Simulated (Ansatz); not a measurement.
The same calculation of GeH7OPSi, SMILES P[SiH2][O][GeH3] as a Python script and as an input file (Ansatz 0.2.0 through its Python package).

Script `run_deck.py`:
```python
"""Run GeH7OPSi from an input written out key by key."""

import ansatz as az
import numpy as np

deck = {
    "crystal": {
        "periodic": [False, False, False],
        "atoms": [
            {"symbol": "P", "position_ang": [1.6621, 1.4339, -0.5148]},
            {"symbol": "Si", "position_ang": [0.7996, -0.5956, -0.6574]},
            {"symbol": "O", "position_ang": [-0.8442, -0.507, -1.1614]},
            {"symbol": "Ge", "position_ang": [-1.7997, -0.1642, 0.3163]},
            {"symbol": "H", "position_ang": [1.0596, 1.7102, 0.7773]},
            {"symbol": "H", "position_ang": [2.9142, 0.9629, 0.0512]},
            {"symbol": "H", "position_ang": [1.558, -1.3517, -1.6646]},
            {"symbol": "H", "position_ang": [0.9416, -1.2967, 0.6299]},
            {"symbol": "H", "position_ang": [-1.5537, -1.26, 1.3861]},
            {"symbol": "H", "position_ang": [-1.4309, 1.2304, 0.8836]},
            {"symbol": "H", "position_ang": [-3.3066, -0.1622, -0.0461]},
        ],
    },
    "basis": {
        "gaussian": {
            "orbitals": "def2-SVP",
            "point_charges": [{"charge": 0.5, "position_ang": [0.0, 0.0, 3.89]}],
        },
    },
    "correlation": {"method": "mp2"},
    "output": {"forces": True},
}
session = az.Session.from_dict(deck)
report = session.plan(threads=1).execute().report

print("reference energy %16.6f eV" % report["reference_energy_ev"])
print("total energy     %16.6f eV" % report["free_energy_ev"])
print("occupied orbitals outside the frozen core (up, down):", report["n_occupied"], " frozen:", report["n_frozen"], " virtual:", report["n_virtual"])
symbols = ["P", "Si", "O", "Ge", "H", "H", "H", "H", "H", "H", "H"]
parts = report["correlation"]
for name in ("random_phase", "coupled_cluster", "perturbative"):
    if name in parts:
        print(f"{name:16s} {parts[name]['energy']['hartree']:12.7f} Ha")
if "second_order" in parts:
    pair = parts["second_order"]
    print(f"MP2 same spin {pair['same_spin']['hartree']:.7f} Ha, opposite spin {pair['opposite_spin']['hartree']:.7f} Ha")

forces = np.array(report["forces_ev_ang"])
print("largest force", round(float(np.linalg.norm(forces, axis=1).max()), 4), "eV/A, rms", round(float(np.sqrt((forces ** 2).mean())), 4))
charges = report["charge_distribution"]
print("dipole moment", round(4.803205 * float(np.linalg.norm(charges["dipole_moment_e_ang"])), 3), "D")
print("Mulliken:", [(s, round(q, 3)) for s, q in zip(symbols, charges["mulliken_charges_e"])])
```

`python run_deck.py` gives:
```text
reference energy    -75742.446095 eV
total energy        -75760.119006 eV
occupied orbitals outside the frozen core (up, down): [18, 18]  frozen: 20  virtual: [79, 79]
MP2 same spin -0.1594555 Ha, opposite spin -0.4900120 Ha
largest force 1.7855 eV/A, rms 0.5916
dipole moment 0.724 D
Mulliken: [('P', -0.048), ('Si', 0.645), ('O', -0.635), ('Ge', 0.605), ('H', -0.046), ('H', -0.0), ('H', -0.08), ('H', -0.156), ('H', -0.12), ('H', -0.106), ('H', -0.057)]
```

`input.yaml`:
```yaml
crystal:
  periodic: [false, false, false]
  atoms:
    - { symbol: P, position_ang: [1.6621, 1.4339, -0.5148] }
    - { symbol: Si, position_ang: [0.7996, -0.5956, -0.6574] }
    - { symbol: O, position_ang: [-0.8442, -0.507, -1.1614] }
    - { symbol: Ge, position_ang: [-1.7997, -0.1642, 0.3163] }
    - { symbol: H, position_ang: [1.0596, 1.7102, 0.7773] }
    - { symbol: H, position_ang: [2.9142, 0.9629, 0.0512] }
    - { symbol: H, position_ang: [1.558, -1.3517, -1.6646] }
    - { symbol: H, position_ang: [0.9416, -1.2967, 0.6299] }
    - { symbol: H, position_ang: [-1.5537, -1.26, 1.3861] }
    - { symbol: H, position_ang: [-1.4309, 1.2304, 0.8836] }
    - { symbol: H, position_ang: [-3.3066, -0.1622, -0.0461] }
basis:
  gaussian:
    orbitals: def2-SVP
    point_charges: [{ charge: 0.5, position_ang: [0.0, 0.0, 3.89] }]
correlation:
  method: mp2
output:
  forces: true
```

The program run on that file:
```console
$ ansatz run input.yaml --threads 1 --pin off --max-ram 4096MiB --backend cpu --events-out ev --progress --plain --runs-dir out
Engine: ansatz 0.2.0, aarch64-unknown-linux-gnu
Functional definition: HF
  exchange = exact_x
  correlation = 0
1127 factors; integrals over basis functions are off by at most 1.3e-3 eV
mean field evaluation 1: about -75739.3166 eV, gradient 3.5e1 eV
mean field evaluation 2: about -75739.3456 eV, gradient 3.5e1 eV
mean field evaluation 4: about -75742.3892 eV, gradient 3.5e0 eV
mean field evaluation 8: about -75742.4459 eV, gradient 1.7e-1 eV
mean field -75742.44609541 eV, -2783.4835539325 hartree, gradient 3.9e-6 eV, S^2 0.000000; 0 other end points of the search recorded, 0 dependent functions left out
20 core orbitals not correlated: weight in the atoms' cores, before any rotation towards them, 1.000 or more for the frozen orbitals, at most 0.000 for the correlated occupied ones
reference -75742.44609541 eV, -2783.4835539325 hartree; 18, 18 occupied and 79, 79 virtual orbitals, 1127 factors
second order -17.67291024 eV of doubles, -0.00000000 eV of singles
the calculation of the forces begins
Total energy: -75760.11900565 eV, -2784.1330214047 hartree
Atom 0 at     1.662100     1.433900    -0.514800 Å, force     0.553526     0.804559     0.800284 eV/Å
Atom 1 at     0.799600    -0.595600    -0.657400 Å, force    -0.224554    -0.577877    -1.280393 eV/Å
Atom 2 at    -0.844200    -0.507000    -1.161400 Å, force     1.203042    -0.036188     1.257591 eV/Å
Atom 3 at    -1.799700    -0.164200     0.316300 Å, force    -1.774079     0.174467     0.100712 eV/Å
Atom 4 at     1.059600     1.710200     0.777300 Å, force     0.354849    -0.139973    -0.591103 eV/Å
Atom 5 at     2.914200     0.962900     0.051200 Å, force    -0.630858     0.142860    -0.252847 eV/Å
Atom 6 at     1.558000    -1.351700    -1.664600 Å, force     0.052123    -0.057209    -0.107612 eV/Å
Atom 7 at     0.941600    -1.296700     0.629900 Å, force    -0.201005    -0.202553     0.282998 eV/Å
Atom 8 at    -1.553700    -1.260000     1.386100 Å, force     0.060425     0.285551    -0.176960 eV/Å
Atom 9 at    -1.430900     1.230400     0.883600 Å, force     0.053623    -0.358737    -0.054549 eV/Å
Atom 10 at    -3.306600    -0.162200    -0.046100 Å, force     0.552685    -0.014833     0.033596 eV/Å
Dipole moment:     0.012447    -0.057811     0.138749 e Å
```

Caveats:
- These settings explore the input space; basis and method may be short of convergence.
- The geometry is a force-field or estimated start, not a minimum of this method, and the basis set is short of its limit.
- It ran for 8.4 s on 1 thread of Arm Neoverse V1, on a shared host, peak memory 0.35 GiB.

(Lines on the test bed's own set-up are left out of the output.)
